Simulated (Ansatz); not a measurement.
**BH2IMg (SMILES [MgH][BH]I): a rigid scan of the angle I3–B2–H5**

The task here is to estimate one member of a computed series from the others.

Method: single points in def2-TZVPP; program: Ansatz 0.2.0, Gaussian basis.

Levels: PBE-D4, r2SCAN-D4, PBE0-D4, B3LYP-D4, wB97M-V, Hartree-Fock, MP2, CCSD, CCSD(T). The scan takes 91.9, 96.4, 100.9, 105.4, 109.9, 114.4, 118.9, 123.4, 127.9°.

Correlated methods freeze the cores. Filled d shells of the heavier atoms are correlated. Core potentials replace the inner electrons past krypton, and spin-orbit coupling is left out. The outer core shell of Li, Na, Mg and K is correlated. B3LYP uses VWN-RPA correlation.

28 further runs of the same task are left out: 28 set aside as unsound or not needed.

### Where the work starts

The minimum, relaxed at PBE0-D4: SMILES `[MgH][BH]I`, 5 atoms, charge 0, spin multiplicity 1.

Atoms are counted from 1 here; the program's logs count them from 0.

Bond lengths: Mg1–B2 2.263 Å, Mg1–H4 1.707 Å, B2–I3 2.146 Å, B2–H5 1.197 Å. Angles: B2–Mg1–H4 177.0°, Mg1–B2–I3 114.4°, Mg1–B2–H5 135.7°, I3–B2–H5 109.9°.

Geometry (Å):

```
Mg   -1.07305    0.67705   -0.55975
B     0.48985   -0.75445    0.23336
I     2.15356    0.19540    1.20086
H    -2.20247    1.82434   -1.12656
H     0.63209   -1.94234    0.25209
```

Energies of the minimum (eV), from earlier single points: PBE-D4 -14248.72324, r2SCAN-D4 -14255.51170, PBE0-D4 -14250.13592, B3LYP-D4 -14257.20801, wB97M-V -14252.31151, CCSD(T) -14229.17615.

At the minimum the angle I3–B2–H5 is 109.9°.

The first run:

Contents of ccsdt-tzvpp/in.yaml:

```yaml
crystal:
  periodic: [false, false, false]
  atoms:
    - {symbol: Mg, position_ang: [-1.073045, 0.677050, -0.559746]}
    - {symbol: B, position_ang: [0.489853, -0.754447, 0.233356]}
    - {symbol: I, position_ang: [2.341880, -0.444616, 1.272680]}
    - {symbol: H, position_ang: [-2.202465, 1.824335, -1.126557]}
    - {symbol: H, position_ang: [0.632093, -1.942343, 0.252092]}
basis:
  gaussian: {orbitals: def2-TZVPP}
correlation: {method: ccsd_t}
```

The command line of these runs was not kept.

Among the steps run: I3–B2–H5 = 91.9°; I3–B2–H5 = 96.4°; I3–B2–H5 = 100.9°; I3–B2–H5 = 105.4°; I3–B2–H5 = 109.9°; I3–B2–H5 = 114.4°; I3–B2–H5 = 118.9°; I3–B2–H5 = 123.4°; I3–B2–H5 = 127.9°.

One table of the session follows, with a row left open; its other results are not shown here.

It belongs to the step «The curves». Energies less that of the minimum at the same level (meV):

| angle (°) | PBE-D4 | PBE0-D4 | B3LYP-D4 | wB97M-V | Hartree-Fock |
| --- | --- | --- | --- | --- | --- |
| 91.9 | 212 | 222 | 225 | 225 | 257 |
| 96.4 | 117 | 122 | 122 | 123 | 139 |
| 100.9 | ? | ? | ? | ? | ? |
| 105.4 | 12 | 13 | 12 | 13 | 13 |
| 109.9 (minimum) | 0 | 0 | 0 | 0 | 0 |
| 109.9 | 0 | 0 | 0 | 0 | 0 |
| 114.4 | 12 | 13 | 14 | 13 | 17 |
| 118.9 | 47 | 49 | 54 | 51 | 64 |
| 123.4 | 104 | 108 | 118 | 112 | 137 |
| 127.9 | 183 | 189 | 204 | 194 | 237 |

**Question.** Estimate the row for angle (°) = 100.9.

Worked estimate for «PBE-D4». A straight line through the neighbours (96.4, 117) and (105.4, 12) gives 117 + (12 − 117) × (100.9 − 96.4) / (105.4 − 96.4) = 64; a parabola fitted to 4 rows on both sides gives 51.

The run gave: PBE-D4: 51; PBE0-D4: 53; B3LYP-D4: 52; wB97M-V: 53; Hartree-Fock: 59. In «PBE-D4» the line misses by +13 and the parabola by +0.

Limits of these values: A polynomial through the near points puts the CCSD(T) minimum 0.3° below the PBE0-D4 value.
